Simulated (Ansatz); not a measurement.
# Sn3As: the cost of one run

Method: DFT PBE, scalar-relativistic, plane waves, PAW, in Ansatz 0.2.0.

### 1 The system as given

The structure is cubic, space group Fm-3m (No. 225). The conventional cell has a = 7.897 Å, b = 7.897 Å, c = 7.897 Å, α = 90.00°, β = 90.00°, γ = 90.00°. Sn (site symmetry -43m) is surrounded by 4 Sn at 3.42 Å and 4 As at 3.42 Å. Sn (site symmetry m-3m) is surrounded by 8 Sn at 3.42 Å. Around As (site symmetry m-3m) lie 8 Sn at 3.42 Å.

Structure file:

```
CELL_PARAMETERS angstrom
0.00000 3.94844 3.94844
3.94844 0.00000 3.94844
3.94844 3.94844 0.00000
ATOMIC_POSITIONS crystal
Sn 0.75000 0.75000 0.75000
Sn 0.50000 0.50000 0.50000
Sn 0.25000 0.25000 0.25000
As 0.00000 0.00000 0.00000
```

Recipe of the guess: random cell by space group and Wyckoff sites (Fm-3m, No. 225). Lengths come from tabulated atomic sizes and are only a guess.

### 2 A first look at the guess

The input, input.yaml:

```yaml
crystal:
  lattice:
    - [0.0, 3.94843946, 3.94843946]
    - [3.94843946, 0.0, 3.94843946]
    - [3.94843946, 3.94843946, 0.0]
  atoms:
    - { symbol: Sn, position: [0.75, 0.75, 0.75] }
    - { symbol: Sn, position: [0.5, 0.5, 0.5] }
    - { symbol: Sn, position: [0.25, 0.25, 0.25] }
    - { symbol: As, position: [0.0, 0.0, 0.0] }
basis:
  ecutwfc: 420
kpoints:
  mp_grid: { grid: [4, 4, 4] }
hamiltonian:
  xc: pbe
scf:
  occupations: { method: gaussian, width: 0.1 }
  lower_state_search: "off"
output:
  forces: true
  stress: true
  eigenvalues: true
```

The run is started by

```console
> ansatz run input.yaml --threads 1 --pin off --max-ram 2560MiB --backend cpu --events-out ev --progress --plain --runs-dir out
```

What time and memory should one allow on 1 thread of Intel Xeon at 2.70GHz, shared host?

About 3.3 s, with a peak of 0.4 GiB.
